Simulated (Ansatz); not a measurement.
# ClH4P2Si: the cost of one run

All numbers are computed with Ansatz 0.2.0 through its Python package. The levels of theory stand in the script.

## 1. The structure

Bond lengths: P1–Si2 2.208 Å, Si2–P3 2.208 Å, Si2–Cl4 2.093 Å, P1–H5 1.453 Å, P1–H6 1.453 Å, P3–H7 1.453 Å, P3–H8 1.453 Å. Angles: P1–Si2–P3 109.4°, P1–Si2–Cl4 109.4°, P3–Si2–Cl4 109.5°, Si2–P1–H5 93.7°, Si2–P1–H6 93.7°, H5–P1–H6 94.5°, Si2–P3–H7 93.7°, Si2–P3–H8 93.8°, H7–P3–H8 94.5°.

No structure file is read: the coordinates are typed or built in the script.

## 2. Script

methods.py

```python
"""ClH4P2Si at several levels of theory."""

import ansatz as az

molecule = (
    az.Crystal.molecule()
    .atom("P", (1.4287, -0.7738, -0.0851))
    .atom("Si", (0.026, 0.8436, 0.453))
    .atom("P", (-1.9965, 0.3333, -0.27))
    .atom("Cl", (0.6529, 2.6328, -0.4347))
    .atom("H", (2.4788, -0.2816, 0.7895))
    .atom("H", (0.8861, -1.6974, 0.896))
    .atom("H", (-1.5325, -0.0341, -1.5967))
    .atom("H", (-1.9435, -1.0229, 0.248))
)

model = molecule.calculation().basis(gaussian="def2-SVP").spin("collinear", total=1)

methods = ["mp2", "ccsd", "ccsd_t"]
reports = [model.correlation(m).run(threads=1, pin="off").report for m in methods]
print(f"Hartree-Fock reference {reports[0]['reference_energy_ev'] / 27.211386246:.6f} Ha")
best = reports[-1]["free_energy_ev"] - reports[-1]["reference_energy_ev"]
for method, each in zip(methods, reports):
    gained = each["free_energy_ev"] - each["reference_energy_ev"]
    print(f"{method:8s} total {each['free_energy_ev'] / 27.211386246:.6f} Ha  correlation {gained:9.4f} eV  ({100 * gained / best:.1f} % of the last)")
```

## 3. The calls as engine input

The package turns the script's settings into the engine's input (first run):

```yaml
crystal:
  periodic: [false, false, false]
  atoms:
    - { symbol: P, position_ang: [1.4287, -0.7738, -0.0851] }
    - { symbol: Si, position_ang: [0.026, 0.8436, 0.453] }
    - { symbol: P, position_ang: [-1.9965, 0.3333, -0.27] }
    - { symbol: Cl, position_ang: [0.6529, 2.6328, -0.4347] }
    - { symbol: H, position_ang: [2.4788, -0.2816, 0.7895] }
    - { symbol: H, position_ang: [0.8861, -1.6974, 0.896] }
    - { symbol: H, position_ang: [-1.5325, -0.0341, -1.5967] }
    - { symbol: H, position_ang: [-1.9435, -1.0229, 0.248] }
basis:
  gaussian:
    orbitals: def2-SVP
magnetization:
  spin_polarized: true
  initial_magnetization: 1.0
correlation:
  method: mp2
```

## 4. Running it

The run is started by

```
$ python methods.py
```

Q: Estimate wall time and peak memory on 1 thread of Arm Neoverse V2, shared host.

About 41 s, with a peak of 0.55 GiB.
